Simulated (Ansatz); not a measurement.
# Li3YBi2: the cost of one run

Computed with Ansatz 0.2.0 (DFT PBEsol, scalar-relativistic, plane waves, PAW, unless a step's input says otherwise).

### 1 The structure to begin with

The structure is trigonal, space group P-3m1 (No. 164). The conventional cell has a = 4.638 Å, b = 4.638 Å, c = 7.324 Å, α = 90.00°, β = 90.00°, γ = 120.00°. Li (site symmetry 3m) is surrounded by 4 Bi at 2.78 to 2.94 Å and 3 Li at 2.89 Å. Around Li (site symmetry -3m) lie 6 Li at 2.89 Å and 6 Bi at 3.25 Å. Y (site symmetry -3m) has 6 Bi at 3.23 Å and 8 Li at 3.66 to 3.71 Å as nearest neighbours. Bi (site symmetry 3m) has 4 Li at 2.78 to 2.94 Å as nearest neighbours.

Structure file:

```cif
data_structure
_symmetry_space_group_name_H-M 'P 1'
_symmetry_Int_Tables_number 1
_cell_length_a 4.6380
_cell_length_b 4.6380
_cell_length_c 7.3243
_cell_angle_alpha 90.000
_cell_angle_beta 90.000
_cell_angle_gamma 120.000
_cell_volume 136.45
loop_
_atom_site_label
_atom_site_type_symbol
_atom_site_fract_x
_atom_site_fract_y
_atom_site_fract_z
_atom_site_occupancy
Li1 Li 0.66667 0.33333 0.35094 1
Li2 Li 0.33333 0.66667 0.64906 1
Li3 Li 0.00000 0.00000 0.50000 1
Y1 Y 0.00000 0.00000 0.00000 1
Bi1 Bi 0.66667 0.33333 0.75259 1
Bi2 Bi 0.33333 0.66667 0.24741 1
```

The structure comes from the Materials Project (structure only).

### 2 Self-consistent density

The input, input.yaml:

```yaml
crystal:
  lattice:
    - [4.6380043943, 0.0, 0.0]
    - [-2.3190021971, 4.0166296283, 0.0]
    - [0.0, 0.0, 7.3243246276]
  atoms:
    - { symbol: Li, position: [0.66666667, 0.33333333, 0.35093707] }
    - { symbol: Li, position: [0.33333333, 0.66666667, 0.64906293] }
    - { symbol: Li, position: [0.0, 0.0, 0.5] }
    - { symbol: "Y", position: [0.0, 0.0, 0.0] }
    - { symbol: Bi, position: [0.66666667, 0.33333333, 0.7525866] }
    - { symbol: Bi, position: [0.33333333, 0.66666667, 0.2474134] }
basis:
  ecutwfc: 500
  fft_grid_basis: typed
kpoints:
  mp_grid: { grid: [9, 9, 6] }
hamiltonian:
  xc: pbesol
  pseudopotentials: { kind: paw }
scf:
  occupations: { method: gaussian, width: 0.05 }
output:
  forces: true
  stress: true
  eigenvalues: true
  bader: true
  write_density: true
  volumetric_format: npy
  elf: true
```

The run is started by

```console
$ ansatz run input.yaml --threads 2 --pin off --max-ram 4096MiB --backend cpu --events-out ev --progress --plain --runs-dir out
```

Q: Estimate wall time and peak memory on 2 threads of Arm Neoverse N1, shared host.

About 44 s, with a peak of 0.58 GiB.
